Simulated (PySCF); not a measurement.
# ClH3O3Ti: the cost of one run

Computed with PySCF 2.14.0. Level: levels as typed in each script, gas phase, geometry from GFN2-xTB.

### 1 The system as given

SMILES `O[Ti](O)(O)Cl`, 8 atoms, charge 0, spin multiplicity 1.

Bond lengths: O1–Ti2 1.698 Å, O1–H6 0.958 Å, Ti2–O3 1.698 Å, Ti2–O4 1.697 Å, Ti2–Cl5 2.144 Å, O3–H7 0.958 Å, O4–H8 0.958 Å. Angles: Ti2–O1–H6 163.7°, O1–Ti2–O3 113.3°, O1–Ti2–O4 113.3°, O1–Ti2–Cl5 105.3°, O3–Ti2–O4 113.3°, O3–Ti2–Cl5 105.2°, O4–Ti2–Cl5 105.4°, Ti2–O3–H7 163.7°, Ti2–O4–H8 163.7°.

Coordinates:

```tsv
atom	x (Å)	y (Å)	z (Å)
O1	-0.7951	1.5689	0.4684
Ti2	-0.3465	-0.0002	0.0003
O3	-0.7916	-0.3775	-1.5944
O4	-0.7967	-1.1907	1.1226
Cl5	1.7980	-0.0001	0.0016
H6	-1.2932	2.3380	0.7474
H7	-1.2879	-0.5195	-2.4013
H8	-1.2955	-1.8176	1.6477
```

### 2 Density, bond paths and surface potential (wB97X/def2-tzvp)

The input, input.py:

```python
import numpy as np
from pyscf import gto, scf, dft
from pyscf.scf import atom_ks, atom_hf
from scipy.linalg import block_diag

def solve(mol, dm0=None, hcore=None):
    mf = (dft.UKS if mol.spin else dft.RKS)(mol, xc='wb97x')
    mf.grids.level = 3
    mf = mf.density_fit(auxbasis='def2-universal-jkfit')
    mf.conv_tol, mf.max_cycle = 1e-8, 80
    if hcore is not None:
        mf.get_hcore = lambda *args: hcore
    mf.kernel(dm0)
    if not mf.converged:
        mf = mf.newton().run(mf.mo_coeff, mf.mo_occ, max_cycle=30)
    assert mf.converged, 'SCF not converged'
    return mf

mol = gto.M(atom='''
O     -0.79507     1.56890     0.46836
Ti    -0.34648    -0.00020     0.00031
O     -0.79158    -0.37754    -1.59441
O     -0.79666    -1.19074     1.12264
Cl     1.79798    -0.00008     0.00157
H     -1.29322     2.33797     0.74741
H     -1.28789    -0.51952    -2.40127
H     -1.29547    -1.81762     1.64772
''', basis='def2-tzvp', charge=0, spin=0, verbose=4)
mf = solve(mol)
mf.analyze()
# spherically averaged free atoms, for the promolecule
atm = atom_ks.get_atm_nrks(mol, xc='wb97x')
pro = block_diag(*[(atm[a[0]][2] * atm[a[0]][3]) @ atm[a[0]][2].T for a in mol._atom])
np.savez('result.npz', e=mf.e_tot, c=mf.mo_coeff, occ=mf.mo_occ, eps=mf.mo_energy, pro=pro, dip=mf.dip_moment(verbose=0), s2=mf.spin_square()[0])
```

On the command line:

```
$ OMP_NUM_THREADS=1 python input.py
```

Q: Estimate wall time and peak memory on 1 thread of Intel Xeon Platinum 8259CL at 2.50GHz (Skylake/Cascade Lake), shared host.

About 29 s, with a peak of 0.78 GiB.
